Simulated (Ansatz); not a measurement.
# BO: a trial structure relaxed, part 2 of 2

The task: take a trial cell of BO to zero force and stress.

Ansatz 0.2.0; DFT PBE, scalar-relativistic, plane waves, PAW.

**6. Full relaxation**

The end of the coarse run is made exact in the group found at a tolerance of 0.06 Å and reduced to its primitive cell.

File input.yaml:

```yaml
crystal:
  lattice:
    - [2.4229549804, 0.0, 0.0]
    - [0.0, 2.4229549804, 0.0]
    - [0.0, 0.0, 2.4229549804]
  atoms:
    - { symbol: B, position: [0.0, 0.0, 0.0] }
    - { symbol: O, position: [0.5, 0.5, 0.5] }
basis:
  ecutwfc: 420
kpoints:
  mp_grid: { grid: [22, 22, 22] }
hamiltonian:
  xc: pbe
scf:
  occupations: { method: gaussian, width: 0.1 }
output:
  forces: true
  stress: true
  eigenvalues: true
relax:
  adjacent_minimum: "off"
  f_tol: 0.01
  max_steps: 80
  cell: { stress_tol: 0.05 }
```

The run is started by

```console
$ ansatz run input.yaml --threads 1 --pin off --max-ram 2048MiB --backend cpu --events-out ev --progress --plain --runs-dir out
```

The log of the run:

```text
Warning: RAYON_NUM_THREADS=1 ignored (pool sized by the plan → 1); use --threads N
[... 9 set-up lines as earlier in the session ...]
Crystal: 2 atoms, lattice volume = 14.224 Å³
Basis set: ecut = 420 eV, 257 PW (Γ), exchange–correlation on 36×36×36 points (8 copies of the dense FFT grid, shifted against one another)
Bands: 9, of which v1, the nominal top of the filled ones, is band 5 counted from 1 (4 counted from 0)
[... 1 set-up line as earlier in the session ...]
Space group: Pm-3m (ITA 221), of the structure as read, at distance tolerance 2.4e-5 Å
k-points: 364 of 10648
[... 8 set-up lines as earlier in the session ...]
SCF iter   1: F=—  HF=-717.965732 eV  |F-HF|=—  |Δ(HF+E_count)|=         —  Δρ=8.51e-3  dr2=9.13e-3  ethr=1.77e-3  ⟨swp⟩=4.6  Hψ=19466  notcnv=0
preconditioner: auto → none  [metal: Δε(μ)=0.009 eV  Ē_g=16.203 eV  σ=0.100 eV  W_gap=0.05  n_scr=0 (ndim 8)  ℏωp=29.5 eV  f_vac=0.000  D(μ)=0.42/eV (n_scr^D=0)]
SCF iter   2: F=—  HF=-717.963699 eV  |F-HF|=—  |Δ(HF+E_count)|=   2.03e-3  Δρ=4.20e-3  dr2=2.46e-3  ethr=1.01e-4  ⟨swp⟩=1.0  Hψ=6188  notcnv=0
SCF iter   3: F=—  HF=-717.963245 eV  |F-HF|=—  |Δ(HF+E_count)|=   4.54e-4  Δρ=3.97e-4  dr2=1.28e-5  ethr=2.73e-5  ⟨swp⟩=1.1  Hψ=3328  notcnv=0
SCF iter   4: F=—  HF=-717.963213 eV  |F-HF|=—  |Δ(HF+E_count)|=   3.14e-5  Δρ=1.29e-4  dr2=2.00e-6  ethr=1.42e-7  ⟨swp⟩=2.3  Hψ=4566  notcnv=0
SCF iter   5: F=—  HF=-717.963213 eV  |F-HF|=—  |Δ(HF+E_count)|=   3.78e-7  Δρ=3.15e-5  dr2=1.21e-7  ethr=2.22e-8  ⟨swp⟩=1.0  Hψ=3141  notcnv=0
SCF iter   6: F=-717.963213 eV  HF=-717.963213 eV  |F-HF|=1.00e-9  |Δ(HF+E_count)|=   2.30e-8  Δρ=2.98e-6  dr2=1.27e-9  ethr=1.11e-9  ⟨swp⟩=4.3  Hψ=11228  notcnv=0
SCF 1 converged in 6 iterations: F = -717.963213 eV  dr2 = 1.27e-9
relax step   1: F+E_penalty+E_count = -717.96321278 eV  Δ(F+E_penalty+E_count) = +0.000e0 eV  max|allowed force component| = 3.443e-30 eV/Å  Δτ_max = 0.0000 Å  P = -3.831 GPa  Ω = 14.224 Å³  (6 SCF iters, dr2 threshold 1.00e-7 eV, accepted)
Crystal: 2 atoms, lattice volume = 14.051 Å³
[... 2 set-up lines as earlier in the session ...]
iter 1 solved again at ethr=6.92e-7 eV; its pass at ethr=3.10e-3 eV (dr2=6.23e-5 eV) is discarded
SCF iter   1: F=—  HF=-717.967263 eV  |F-HF|=—  |Δ(HF+E_count)|=         —  Δρ=8.74e-4  dr2=5.67e-5  ethr=6.92e-7  ⟨swp⟩=2.2  Hψ=23610  notcnv=0
preconditioner: auto → none  [metal: Δε(μ)=0.015 eV  Ē_g=16.382 eV  σ=0.100 eV  W_gap=0.08  n_scr=0 (ndim 8)  ℏωp=29.7 eV  f_vac=0.000  D(μ)=0.43/eV (n_scr^D=0)]
SCF iter   2: F=—  HF=-717.967227 eV  |F-HF|=—  |Δ(HF+E_count)|=   3.60e-5  Δρ=3.15e-4  dr2=7.44e-6  ethr=6.30e-7  ⟨swp⟩=2.0  Hψ=4729  notcnv=0
iter 3 did not close the SCF: its close was put off for the readings that it lacked (scf_convergence_deferred on its scf_iter line)
SCF iter   3: F=-717.967227 eV  HF=-717.967227 eV  |F-HF|=1.07e-7  |Δ(HF+E_count)|=   1.13e-7  Δρ=4.22e-5  dr2=8.25e-8  ethr=8.26e-8  ⟨swp⟩=3.0  Hψ=5213  notcnv=0
iter 4 did not close the SCF: its close was put off for the readings that it lacked (scf_convergence_deferred on its scf_iter line)
SCF iter   4: F=-717.967227 eV  HF=-717.967227 eV  |F-HF|=3.83e-10  |Δ(HF+E_count)|=   1.15e-7  Δρ=2.69e-6  dr2=8.52e-10  ethr=9.16e-10  ⟨swp⟩=2.8  Hψ=5191  notcnv=0
iter 5 did not close the SCF: its close was put off for the readings that it lacked (scf_convergence_deferred on its scf_iter line)
SCF iter   5: F=-717.967227 eV  HF=-717.967227 eV  |F-HF|=1.71e-12  |Δ(HF+E_count)|=  2.35e-11  Δρ=2.05e-7  dr2=4.64e-12  ethr=9.47e-12  ⟨swp⟩=2.0  Hψ=4459  notcnv=0
SCF iter   6: F=-717.967227 eV  HF=-717.967227 eV  |F-HF|=0.00e0  |Δ(HF+E_count)|=  1.48e-12  Δρ=1.15e-8  dr2=2.96e-15  ethr=1.00e-12  ⟨swp⟩=1.0  Hψ=8008  notcnv=0
SCF 2 converged in 6 iterations: F = -717.967227 eV  dr2 = 2.96e-15
relax step   2: F+E_penalty+E_count = -717.96722696 eV  Δ(F+E_penalty+E_count) = -4.014e-3 eV  max|allowed force component| = 1.093e-30 eV/Å  Δτ_max = 0.0000 Å  P = -1.802 GPa  Ω = 14.051 Å³  energy of the carried Pulay correction = +9.526e-4 eV  (6 SCF iters, dr2 threshold 2.00e-7 eV, accepted)
Crystal: 2 atoms, lattice volume = 13.900 Å³
iter 1 solved again at ethr=5.79e-7 eV; its pass at ethr=3.10e-3 eV (dr2=5.21e-5 eV) is discarded
SCF iter   1: F=—  HF=-717.968920 eV  |F-HF|=—  |Δ(HF+E_count)|=         —  Δρ=8.00e-4  dr2=4.75e-5  ethr=5.79e-7  ⟨swp⟩=2.2  Hψ=23369  notcnv=0
preconditioner: auto → none  [metal: Δε(μ)=0.003 eV  Ē_g=16.498 eV  σ=0.100 eV  W_gap=0.02  n_scr=0 (ndim 8)  ℏωp=29.9 eV  f_vac=0.000  D(μ)=0.41/eV (n_scr^D=0)]
SCF iter   2: F=—  HF=-717.968889 eV  |F-HF|=—  |Δ(HF+E_count)|=   3.08e-5  Δρ=2.88e-4  dr2=6.21e-6  ethr=5.28e-7  ⟨swp⟩=2.0  Hψ=4652  notcnv=0
iter 3 did not close the SCF: its close was put off for the readings that it lacked (scf_convergence_deferred on its scf_iter line)
SCF iter   3: F=-717.968889 eV  HF=-717.968889 eV  |F-HF|=8.61e-8  |Δ(HF+E_count)|=   1.43e-8  Δρ=3.85e-5  dr2=6.73e-8  ethr=6.90e-8  ⟨swp⟩=3.0  Hψ=5211  notcnv=0
iter 4 did not close the SCF: its close was put off for the readings that it lacked (scf_convergence_deferred on its scf_iter line)
SCF iter   4: F=-717.968889 eV  HF=-717.968889 eV  |F-HF|=3.15e-10  |Δ(HF+E_count)|=   9.26e-8  Δρ=2.31e-6  dr2=6.38e-10  ethr=7.48e-10  ⟨swp⟩=2.8  Hψ=5198  notcnv=0
iter 5 did not close the SCF: its close was put off for the readings that it lacked (scf_convergence_deferred on its scf_iter line)
SCF iter   5: F=-717.968889 eV  HF=-717.968889 eV  |F-HF|=1.36e-12  |Δ(HF+E_count)|=  3.00e-11  Δρ=1.90e-7  dr2=3.99e-12  ethr=7.08e-12  ⟨swp⟩=1.9  Hψ=4326  notcnv=0
SCF iter   6: F=-717.968889 eV  HF=-717.968889 eV  |F-HF|=0.00e0  |Δ(HF+E_count)|=  1.14e-12  Δρ=1.04e-8  dr2=2.25e-15  ethr=1.00e-12  ⟨swp⟩=1.0  Hψ=8008  notcnv=0
SCF 3 converged in 6 iterations: F = -717.968889 eV  dr2 = 2.25e-15
relax step   3: F+E_penalty+E_count = -717.96888888 eV  Δ(F+E_penalty+E_count) = -1.662e-3 eV  max|allowed force component| = 1.044e-30 eV/Å  Δτ_max = 0.0000 Å  P = +0.062 GPa  Ω = 13.900 Å³  energy of the carried Pulay correction = +1.789e-3 eV  (6 SCF iters, dr2 threshold 2.00e-7 eV, accepted)
Crystal: 2 atoms, lattice volume = 13.905 Å³
iter 1 solved again at ethr=5.64e-10 eV; its pass at ethr=3.10e-3 eV (dr2=5.07e-8 eV) is discarded
SCF iter   1: F=—  HF=-717.968883 eV  |F-HF|=—  |Δ(HF+E_count)|=         —  Δρ=2.48e-5  dr2=4.45e-8  ethr=5.64e-10  ⟨swp⟩=2.1  Hψ=22838  notcnv=0
preconditioner: auto → none  [metal: Δε(μ)=0.002 eV  Ē_g=16.494 eV  σ=0.100 eV  W_gap=0.01  n_scr=0 (ndim 8)  ℏωp=29.9 eV  f_vac=0.000  D(μ)=0.41/eV (n_scr^D=0)]
iter 2 did not close the SCF: its close was put off for the readings that it lacked (scf_convergence_deferred on its scf_iter line)
SCF iter   2: F=-717.968862 eV  HF=-717.968862 eV  |F-HF|=2.14e-9  |Δ(HF+E_count)|=   2.08e-5  Δρ=1.10e-5  dr2=9.22e-9  ethr=4.95e-10  ⟨swp⟩=2.0  Hψ=4944  notcnv=0
iter 3 did not close the SCF: its close was put off for the readings that it lacked (scf_convergence_deferred on its scf_iter line)
SCF iter   3: F=-717.968862 eV  HF=-717.968862 eV  |F-HF|=5.13e-11  |Δ(HF+E_count)|=  9.62e-10  Δρ=1.79e-6  dr2=1.52e-10  ethr=1.02e-10  ⟨swp⟩=2.0  Hψ=4835  notcnv=0
iter 4 did not close the SCF: its close was put off for the readings that it lacked (scf_convergence_deferred on its scf_iter line)
SCF iter   4: F=-717.968862 eV  HF=-717.968862 eV  |F-HF|=1.14e-13  |Δ(HF+E_count)|=  2.25e-11  Δρ=3.10e-7  dr2=7.43e-12  ethr=1.69e-12  ⟨swp⟩=2.8  Hψ=5017  notcnv=0
iter 5 did not close the SCF: its close was put off for the readings that it lacked (scf_convergence_deferred on its scf_iter line)
SCF iter   5: F=-717.968862 eV  HF=-717.968862 eV  |F-HF|=1.14e-13  |Δ(HF+E_count)|=  2.50e-12  Δρ=6.91e-8  dr2=4.13e-13  ethr=1.00e-12  ⟨swp⟩=1.0  Hψ=3276  notcnv=0
SCF iter   6: F=-717.968862 eV  HF=-717.968862 eV  |F-HF|=1.14e-13  |Δ(HF+E_count)|=  2.27e-13  Δρ=1.14e-8  dr2=9.63e-15  ethr=1.00e-12  ⟨swp⟩=1.0  Hψ=8008  notcnv=0
SCF 4 converged in 6 iterations: F = -717.968862 eV  dr2 = 9.63e-15
relax step   4: F+E_penalty+E_count = -717.96886228 eV  Δ(F+E_penalty+E_count) = +2.660e-5 eV  max|allowed force component| = 1.841e-30 eV/Å  Δτ_max = 0.0000 Å  P = -0.001 GPa  Ω = 13.905 Å³  energy of the carried Pulay correction = +1.762e-3 eV  (6 SCF iters, dr2 threshold 9.51e-9 eV, accepted)
Initial wavefunctions: pseudopotential atomic-orbital guess (no wavefunctions were taken with the density)
iter 1 solved again at ethr=3.58e-7 eV; its pass at ethr=3.10e-3 eV (dr2=3.22e-5 eV) is discarded
SCF iter   1: F=—  HF=-717.967335 eV  |F-HF|=—  |Δ(HF+E_count)|=         —  Δρ=2.00e-4  dr2=8.03e-7  ethr=3.58e-7  ⟨swp⟩=2.0  Hψ=26429  notcnv=0
SCF iter   2: F=—  HF=-717.967315 eV  |F-HF|=—  |Δ(HF+E_count)|=   2.02e-5  Δρ=9.31e-5  dr2=1.44e-7  ethr=8.92e-9  ⟨swp⟩=2.0  Hψ=4786  notcnv=0
SCF iter   3: F=—  HF=-717.967315 eV  |F-HF|=—  |Δ(HF+E_count)|=   3.09e-7  Δρ=8.49e-6  dr2=1.93e-9  ethr=1.61e-9  ⟨swp⟩=2.0  Hψ=4815  notcnv=0
SCF iter   4: F=—  HF=-717.967315 eV  |F-HF|=—  |Δ(HF+E_count)|=   3.77e-9  Δρ=8.20e-7  dr2=8.50e-11  ethr=2.15e-11  ⟨swp⟩=2.4  Hψ=5004  notcnv=0
iter 5 did not close the SCF: its close was put off for the readings that it lacked (scf_convergence_deferred on its scf_iter line)
SCF iter   5: F=-717.967315 eV  HF=-717.967315 eV  |F-HF|=1.48e-12  |Δ(HF+E_count)|=  1.82e-12  Δρ=1.73e-7  dr2=1.17e-12  ethr=1.00e-12  ⟨swp⟩=2.2  Hψ=4914  notcnv=0
SCF iter   6: F=-717.967315 eV  HF=-717.967315 eV  |F-HF|=2.27e-13  |Δ(HF+E_count)|=  1.82e-12  Δρ=3.52e-8  dr2=5.38e-14  ethr=1.00e-12  ⟨swp⟩=3.0  Hψ=10571  notcnv=0
SCF 5 converged in 6 iterations: F = -717.967315 eV  dr2 = 5.38e-14
relax step   5: F+E_penalty+E_count = -717.96731486 eV  Δ(F+E_penalty+E_count) = +1.547e-3 eV  max|allowed force component| = 1.200e-30 eV/Å  Δτ_max = 0.0000 Å  P = -0.227 GPa  Ω = 13.905 Å³  stress off target by 2.27e-1 GPa  SCF on the basis re-selected at this cell (its energy is not comparable with the rows above)  (6 SCF iters)
basis re-selected at this cell: Δ(F+E_penalty+E_count) = +1.547e-3 eV, ΔP = -0.226 GPa vs the last step (what re-selecting the basis moved, of the pressure what is left beyond the Pulay correction that the steps carried, after the strain that the cell walked since its last selection, with what the two solves' SCF thresholds leave and, on support functions, any second-order correction that the steps lacked; it is no measure of the basis error at this ecutwfc). This SCF's stress stands 2.27e-1 GPa from its target on what of the cell is left free (relax.cell.stress_tol is 5.00e-2 GPa) and its largest allowed force component is 1.20e-30 eV/Å (relax.f_tol is 1.00e-2 eV/Å): not within both, so this SCF does not close the relaxation
Crystal: 2 atoms, lattice volume = 13.887 Å³
iter 1 solved again at ethr=9.34e-9 eV; its pass at ethr=3.10e-3 eV (dr2=8.40e-7 eV) is discarded
SCF iter   1: F=—  HF=-717.967445 eV  |F-HF|=—  |Δ(HF+E_count)|=         —  Δρ=1.00e-4  dr2=7.43e-7  ethr=9.34e-9  ⟨swp⟩=2.3  Hψ=22832  notcnv=0
preconditioner: auto → none  [metal: Δε(μ)=0.002 eV  Ē_g=16.507 eV  σ=0.100 eV  W_gap=0.01  n_scr=0 (ndim 8)  ℏωp=29.9 eV  f_vac=0.000  D(μ)=0.41/eV (n_scr^D=0)]
iter 2 did not close the SCF: its close was put off for the readings that it lacked (scf_convergence_deferred on its scf_iter line)
SCF iter   2: F=-717.967425 eV  HF=-717.967425 eV  |F-HF|=2.46e-8  |Δ(HF+E_count)|=   2.03e-5  Δρ=3.41e-5  dr2=8.66e-8  ethr=8.26e-9  ⟨swp⟩=2.6  Hψ=5038  notcnv=0
iter 3 did not close the SCF: its close was put off for the readings that it lacked (scf_convergence_deferred on its scf_iter line)
SCF iter   3: F=-717.967425 eV  HF=-717.967425 eV  |F-HF|=1.54e-9  |Δ(HF+E_count)|=   1.37e-9  Δρ=5.03e-6  dr2=1.27e-9  ethr=9.62e-10  ⟨swp⟩=2.9  Hψ=5158  notcnv=0
iter 4 did not close the SCF: its close was put off for the readings that it lacked (scf_convergence_deferred on its scf_iter line)
SCF iter   4: F=-717.967425 eV  HF=-717.967425 eV  |F-HF|=2.96e-12  |Δ(HF+E_count)|=   1.68e-9  Δρ=3.52e-7  dr2=8.17e-12  ethr=1.41e-11  ⟨swp⟩=2.5  Hψ=5009  notcnv=0
iter 5 did not close the SCF: its close was put off for the readings that it lacked (scf_convergence_deferred on its scf_iter line)
SCF iter   5: F=-717.967425 eV  HF=-717.967425 eV  |F-HF|=1.14e-13  |Δ(HF+E_count)|=  1.14e-12  Δρ=5.76e-8  dr2=3.78e-13  ethr=1.00e-12  ⟨swp⟩=1.0  Hψ=3276  notcnv=0
SCF iter   6: F=-717.967425 eV  HF=-717.967425 eV  |F-HF|=0.00e0  |Δ(HF+E_count)|=  1.14e-13  Δρ=9.40e-9  dr2=4.13e-15  ethr=1.00e-12  ⟨swp⟩=1.0  Hψ=8008  notcnv=0
SCF 6 converged in 6 iterations: F = -717.967425 eV  dr2 = 4.13e-15
relax step   6: F+E_penalty+E_count = -717.96742473 eV  Δ(F+E_penalty+E_count) = -1.099e-4 eV  max|allowed force component| = 2.408e-30 eV/Å  Δτ_max = 0.0000 Å  P = -0.004 GPa  Ω = 13.887 Å³  energy of the carried Pulay correction = +9.698e-5 eV  (6 SCF iters, dr2 threshold 1.29e-7 eV, accepted)
iter 1 solved again at ethr=3.73e-7 eV; its pass at ethr=3.10e-3 eV (dr2=3.36e-5 eV) is discarded
SCF iter   1: F=—  HF=-717.967335 eV  |F-HF|=—  |Δ(HF+E_count)|=         —  Δρ=1.24e-5  dr2=2.89e-9  ethr=3.73e-7  ⟨swp⟩=2.0  Hψ=26418  notcnv=0
eigensolver tolerance schedule: the retry pair's looser diagonalisation over-reported the residual by 11601.23 of it (diagonalisation noise at an unbounded share of the residual, at the tolerance the schedule requests for it); recorded, not acted on — ethr = c·dr2/N_el stays at c = 1.0e-1
SCF iter   2: F=—  HF=-717.967315 eV  |F-HF|=—  |Δ(HF+E_count)|=   2.02e-5  Δρ=7.26e-6  dr2=1.09e-9  ethr=3.21e-11  ⟨swp⟩=2.9  Hψ=5647  notcnv=0
SCF iter   3: F=—  HF=-717.967315 eV  |F-HF|=—  |Δ(HF+E_count)|=   2.24e-9  Δρ=1.70e-6  dr2=1.85e-10  ethr=1.21e-11  ⟨swp⟩=2.0  Hψ=4922  notcnv=0
iter 4 did not close the SCF: its close was put off for the readings that it lacked (scf_convergence_deferred on its scf_iter line)
SCF iter   4: F=-717.967315 eV  HF=-717.967315 eV  |F-HF|=8.64e-12  |Δ(HF+E_count)|=  3.98e-11  Δρ=4.76e-7  dr2=1.21e-11  ethr=2.05e-12  ⟨swp⟩=2.0  Hψ=4836  notcnv=0
iter 5 did not close the SCF: its close was put off for the readings that it lacked (scf_convergence_deferred on its scf_iter line)
SCF iter   5: F=-717.967315 eV  HF=-717.967315 eV  |F-HF|=6.82e-13  |Δ(HF+E_count)|=  1.27e-11  Δρ=7.64e-8  dr2=1.82e-13  ethr=1.00e-12  ⟨swp⟩=1.0  Hψ=3276  notcnv=0
iter 6 did not close the SCF: its close was put off for the readings that it lacked (scf_convergence_deferred on its scf_iter line)
SCF iter   6: F=-717.967315 eV  HF=-717.967315 eV  |F-HF|=1.14e-13  |Δ(HF+E_count)|=  5.68e-13  Δρ=1.39e-8  dr2=1.01e-14  ethr=1.00e-12  ⟨swp⟩=1.0  Hψ=3276  notcnv=0
iter 7 did not close the SCF: its close was put off for the readings that it lacked (scf_convergence_deferred on its scf_iter line)
SCF iter   7: F=-717.967315 eV  HF=-717.967315 eV  |F-HF|=1.14e-13  |Δ(HF+E_count)|=  2.27e-13  Δρ=6.37e-9  dr2=1.88e-15  ethr=1.00e-12  ⟨swp⟩=1.0  Hψ=3276  notcnv=0
SCF iter   8: F=-717.967315 eV  HF=-717.967315 eV  |F-HF|=0.00e0  |Δ(HF+E_count)|=    0.00e0  Δρ=1.82e-9  dr2=1.71e-16  ethr=1.00e-12  ⟨swp⟩=1.3  Hψ=8163  notcnv=0
SCF 7 converged in 8 iterations: F = -717.967315 eV  dr2 = 1.71e-16
relax step   7: F+E_penalty+E_count = -717.96731493 eV  Δ(F+E_penalty+E_count) = +1.098e-4 eV  max|allowed force component| = 2.449e-30 eV/Å  Δτ_max = 0.0000 Å  P = -0.012 GPa  Ω = 13.887 Å³  stress off target by 1.20e-2 GPa  SCF on the basis re-selected at this cell (its energy is not comparable with the rows above)  (8 SCF iters)
basis re-selected at this cell: Δ(F+E_penalty+E_count) = +1.098e-4 eV, ΔP = -0.008 GPa vs the last step (what re-selecting the basis moved, of the pressure what is left beyond the Pulay correction that the steps carried, after the strain that the cell walked since its last selection, with what the two solves' SCF thresholds leave and, on support functions, any second-order correction that the steps lacked; it is no measure of the basis error at this ecutwfc). This SCF's stress stands 1.20e-2 GPa from its target on what of the cell is left free (relax.cell.stress_tol is 5.00e-2 GPa) and its largest allowed force component is 2.45e-30 eV/Å (relax.f_tol is 1.00e-2 eV/Å): within both
SCF converged after 8 iterations
Free energy (F): -717.967315 eV
Harris-Foulkes:  -717.967315 eV  (|F-HF|=0.00e0)
Internal energy: -717.965278 eV  (E = F + TS)
E sigma→0 (E₀):  -717.966296 eV
Entropy (-TS):   -0.002037 eV (-1.019 meV/atom)
Fermi energy:    11.029581 eV
--- Per-component energies (eV) ---
  E_band       = 17.754281
  E_kinetic    = 212.272727
  E_local      = -279.180307  (includes V_loc(G=0)·N_el)
  E_nonlocal   = 61.926533
  E_hartree    = 94.152724
  E_xc         = -103.279092
  E_vxc        = -129.039227  (∫ρ·V_xc dr)
  E_paw        = -234.943482  (= ΣΔE_a)
  E_vpaw       = -36.533201  (= ΣTr[D̂ρ^β])
  E_aug_tail   = 0.002307  (compensation charges beyond the density's cutoff)
  E_ewald      = -468.916688
  E_smearing   = -0.002037  (= −TS)
  E_closure    = -0.000000  (closes the sum)
  Σ components = -717.967315   (vs F -717.967315, Δ=0.00e0)
--- Forces (eV/Å), atoms counted from 1 ---
  atom   1  B     -0.00000000    -0.00000000     0.00000000
  atom   2  O      0.00000000    -0.00000000     0.00000000
  max |Σ_I F_I| component: 4.57e-30 eV/Å
--- Stress (GPa, compression-positive) ---
       -0.011959       0.000000       0.000000
        0.000000      -0.011959       0.000000
        0.000000       0.000000      -0.011959
  P = ⅓ Tr σ = -0.0120 GPa (-0.120 kbar)
--- Band table (eV; the first three rows and the last of 364) ---
  k-point 0: bands = ["-11.9846", "6.9392", "6.9392", "6.9392", "7.1213", "19.2186", "19.2186", "19.2186", "23.1681"]
  k-point 1: bands = ["-11.9528", "6.2096", "6.9639", "6.9639", "7.7527", "18.9948", "19.1835", "19.1835", "23.2210"]
  k-point 2: bands = ["-11.8581", "5.3111", "7.0367", "7.0367", "8.3703", "18.4814", "19.0794", "19.0794", "23.3797"]
  k-point 363: bands = ["-6.8198", "4.8063", "4.8063", "4.8063", "9.7502", "9.7502", "9.7502", "12.7611", "33.6036"]
--- Relaxed structure (5 steps of the walk, 5 accepted, 2 SCFs on fresh bases) ---
  F+E_penalty+E_count = -717.96731493 eV   max|allowed force component| = 2.449e-30 eV/Å   (the final SCF, on the basis selected at the relaxed cell)
  cell:  # Å, volume = 13.8874 Å³
    - [2.4036645839554485, -6.741256349611676e-33, 4.81482486096809e-34]
    - [-6.741256349611676e-33, 2.4036645839554485, 0.0]
    - [4.81482486096809e-34, 0.0, 2.4036645839554485]
  atoms:
    - { symbol: B, position: [-1.6559754858031226e-36, 8.27987742917681e-37, 4.518302791878663e-48] }
    - { symbol: O, position: [0.5, 0.5, 0.5] }
```

Wall time 22 s (1 thread of Arm Neoverse V2, shared host); peak memory 0.33 GiB.

Relaxation path:

| step | energy from step 1 (eV/cell) | largest force component (eV/Å) | pressure (GPa) | volume (Å³) |
| --- | --- | --- | --- | --- |
| 1 | 0.0000 | 0.0000 | -3.83 | 14.22 |
| 2 | -0.0040 | 0.0000 | -1.80 | 14.05 |
| 3 | -0.0057 | 0.0000 | 0.06 | 13.90 |
| 4 | -0.0056 | 0.0000 | 0.00 | 13.91 |
| 5 | -0.0041 | 0.0000 | -0.23 | 13.91 |
| 6 | -0.0042 | 0.0000 | 0.00 | 13.89 |
| 7 | -0.0041 | 0.0000 | -0.01 | 13.89 |

Step 1 is the start. Steps 5, 7 each repeat the geometry before them on a plane-wave basis chosen anew, so the energy can jump there without any move.

|  | before | after | change |
| --- | --- | --- | --- |
| a (Å) | 2.423 | 2.404 | -0.8 % |
| b (Å) | 2.423 | 2.404 | -0.8 % |
| c (Å) | 2.423 | 2.404 | -0.8 % |
| volume (Å³/atom) | 7.11 | 6.94 | -2.4 % |
| shortest distance (Å) | 2.098 | 2.082 | -0.8 % |
| space group (0.01 Å) | Pm-3m | Pm-3m | same |

The run keeps the 48 symmetry operations of the start, so it could not have lowered the symmetry.

**7. Changed: preconditioner kerker_dos**

input.yaml, as its differences from that of step 6:

```diff
@@ -16,6 +16,7 @@
   occupations: { method: gaussian, width: 0.1 }
+  mixing: { preconditioner: kerker_dos }
 output:
   forces: true
+  eigenvalues: true
   stress: true
-  eigenvalues: true
 relax:
```

The run is started by

```console
$ ansatz run input.yaml --threads 1 --pin off --max-ram 2048MiB --backend cpu --events-out ev --progress --plain --runs-dir out
```

The log of the run, shortened:

```text
Warning: RAYON_NUM_THREADS=1 ignored (pool sized by the plan → 1); use --threads N
[...]
[... 4 set-up lines as earlier in the session ...]
[...]
Crystal: 2 atoms, lattice volume = 14.224 Å³
[...]
  F+E_penalty+E_count = -717.96731502 eV   max|allowed force component| = 4.725e-31 eV/Å   (the final SCF, on the basis selected at the relaxed cell)
  cell:  # Å, volume = 13.8874 Å³
    - [2.4036635973761546, 9.950638046000717e-34, -5.135813185032629e-34]
    - [-3.209883240645399e-35, 2.4036635973761546, -5.296307347064898e-34]
    - [-5.135813185032629e-34, -5.296307347064898e-34, 2.4036635973761546]
  atoms:
    - { symbol: B, position: [-1.6559754857878735e-36, 8.279877429120098e-37, 2.918070553088303e-48] }
    - { symbol: O, position: [0.5, 0.5, 0.5] }
```

It took 20 s on 1 thread of Arm Neoverse V2, shared host; peak memory 0.33 GiB.

| run | ending | energy change | pressure (GPa) | gap (eV) | force (eV/Å) | cycles | time |
| --- | --- | --- | --- | --- | --- | --- | --- |
| step 6 | converged | 0 | 0.0 | 0.00 | 0.00 | - | 22 s |
| variant | converged | 0.0 meV/atom | 0.0 | 0.00 | 0.00 | - | 20 s |

With the changed mixing the energy agrees within 0.5 meV/atom.

**8. What came out**

The summary covers parts 1 to 2. Changes of volume or cell count from the first structure of part 1.

| quantity | value |
| --- | --- |
| symmetry at the end (tolerance 0.05 Å) | space group Pm-3m (No. 221) |
| conventional cell | a = 2.404 Å, b = 2.404 Å, c = 2.404 Å, α = 90.00°, β = 90.00°, γ = 90.00° |
| volume | 6.94 Å³/atom |
| energy over the elements (uncorrected; H, N, O, F and Cl as molecules) | +1.46 eV/atom |
| gap on the mesh | none (metal) |

In words: The space group Pm-3m (No. 221) is kept, and the volume per atom shrinks by 23.3 % from the first guess. With a positive formation energy it can't be a ground state. No finished test with a distortion of lower symmetry is shown, so the end may be a saddle point. A spin-polarised run here lost its starting moments, which speaks against magnetism, though one start doesn't rule it out. Other magnetic orders were not searched.
